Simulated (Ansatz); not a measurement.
This script for a projected density of states of P, space group P4/nmm with the Ansatz DFT code, driven from Python holds a mistake.

`pdos_p.py`:
```python
"""Which atoms and shells make the states of P."""

from dataclasses import dataclass

import ansatz as az
import numpy as np


@dataclass(frozen=True)
class Settings:
    functional: str = "PBEsol"
    kgrid: tuple[int, ...] = (3, 3, 3)
    extra_bands: int = 8


opts = Settings()

lattice = az.Lattice.of(
    (9.2, 0.0, 0.0),
    (0.0, 9.2, 0.0),
    (0.0, 0.0, 7.4),
)
sites = [
    ("P", (0.5, 0.5, 0.0)),
    ("P", (0.0, 0.0, 0.0)),
    ("P", (0.0, 0.5, 0.625)),
    ("P", (0.5, 0.0, 0.375)),
]
material = az.Crystal(lattice=lattice)
for symbol, position in sites:
    material = material.atom(symbol, position)

calc = (
    material.calculation()
    .functional(opts.functional)
    .accuracy("low")  # preset for grids and thresholds
    .kpoints(*opts.kgrid)  # the mesh must be finer for metals
    .occupations(az.OccupationsMethod.FIXED)
    .scf(extra_bands=opts.extra_bands)
    .density_of_states(projected=True, method="smearing", broadening_width=0.15, energy_step=0.1)  # states per eV and cell
)
done = calc.run(threads=1, pin="off")
summary = done.report

dos = done.density_of_states()
energy = np.asarray(dos.energies_ev) - dos.fermi_ev
curves = {}
for site in done.projected_density_of_states().sites:
    for shell in site.shells:
        weight = sum(np.sum(curve.g_bin_mean_per_ev, axis=0) for curve in shell.curves)
        name = f"{site.species} {shell.label}"
        curves[name] = curves.get(name, 0) + weight

step = energy[1] - energy[0]
windows = [(-8, -4), (-4, 0), (0, 4)]
print("states by shell in windows of E - E_F (eV):", windows)
for name, g in curves.items():
    print(f"{name:8s}", " ".join(f"{step * g[(energy >= a) & (energy < b)].sum():8.3f}" for a, b in windows))
filled = (energy < 0) & (energy > -8)
for name, g in curves.items():
    if g[filled].sum() * step > 0.5:
        print(f"centre of {name}: {np.average(energy[filled], weights=g[filled]):.2f} eV")
```

```console
$ python pdos_p.py
DeckWarning: basis.ecutwfc = 420 eV, auto-derived from the records' recommended cutoffs: set by P (normal level)
RunWarning: iter 1: σ=0 fill of 10 bands saw a band overlap (occupied -3.9116 eV > unoccupied -3.9219 eV) — on an unconverged iterate often a transient of an unconverged empty band; one that stands at the close is told there (band_overlap_at_count); if the run fails to converge, the spectrum is likely genuinely metallic at σ=0 — use a smearing of finite width or the tetrahedron method (which not every kind of run takes: see the entry of scf.occupations.method in the input reference), with at [...]
RunWarning: a fill by count may have filled part of one level: at k-index 0 the highest filled band, -4.096254 eV, and the lowest empty band, -4.096172 eV, stand 8.183e-5 eV apart, within the solve's uncertainty, 3.162e-4 eV. If they are one level, whatever splits it, however little, can move the result. A smearing (`scf.occupations.method` with a `width`) well over the split that the run's distortions make, where the deck can take one, can fill the level evenly. On an open shell (a free atom, [...]
RunWarning: the bands overlap at the fill by count (10 filled at each k-point of a channel): the highest filled level, -4.096254 eV at k-index 0, stands 0.0171 eV over the lowest empty one, -4.113312 eV at k-index 1, so that a fill of the lowest levels lies lower and no gap is reported. A metal, or a carrier in a host's bands, wants a smearing of finite width or the tetrahedron method (`scf.occupations.method`). A defect's level that its images broaden is meant whole, and this fill is then the [...]
states by shell in windows of E - E_F (eV): [(-8, -4), (-4, 0), (0, 4)]
P 3S        0.000    0.000    0.000
P 3P        0.000   11.821   12.174
centre of P 3P: -0.14 eV
```
(Warnings from the package without file and line, shortened, repeats left out.)

The script ran to its end, but the result can't be trusted. Why?

The fault: fixed occupations, though the bands overlap at this level of theory. Mended:

```diff
--- before
+++ after
@@ -12,2 +12,4 @@
     kgrid: tuple[int, ...] = (3, 3, 3)
+    smearing: str = "fermi_dirac"
+    width_ev: float = 0.05
     extra_bands: int = 8
@@ -37,3 +39,3 @@
     .kpoints(*opts.kgrid)  # the mesh must be finer for metals
-    .occupations(az.OccupationsMethod.FIXED)
+    .occupations(opts.smearing, width=opts.width_ev)
     .scf(extra_bands=opts.extra_bands)
```

The mended script runs so:

Running `python pdos_p.py` prints:
```text
DeckWarning: basis.ecutwfc = 420 eV, auto-derived from the records' recommended cutoffs: set by P (normal level)
states by shell in windows of E - E_F (eV): [(-8, -4), (-4, 0), (0, 4)]
P 3S        0.000    0.000    0.000
P 3P        0.000   12.558   11.438
centre of P 3P: -0.12 eV
```
(Warnings from the package without file and line.)

Notes:
- These settings explore the input space; cutoff and mesh may be short of convergence.
- For a metal this k-point mesh is coarse: on a finer one energies can move by several to tens of meV an atom and pressures by half a GPa or more, differences at one mesh by less.
- This isn't the structure that P takes at ambient conditions.
- Curves are summed over the cell's atoms. Only shells that the potentials hold have channels, so projections don't add up to the total, least of all where a shell is missing (p of most metals); heights and places of peaks move with the mesh.
- The computed bands are complete only to about 5.3 eV above the Fermi level; beyond that the density of states is undercounted.
- A band centre counts only the states inside the window taken.
- Wall time of the script: 7 s on 1 thread of Intel(R) Xeon(R) Platinum 8259CL CPU @ 2.50GHz (Skylake/Cascade Lake), on a shared host, peak memory 0.6 GiB.
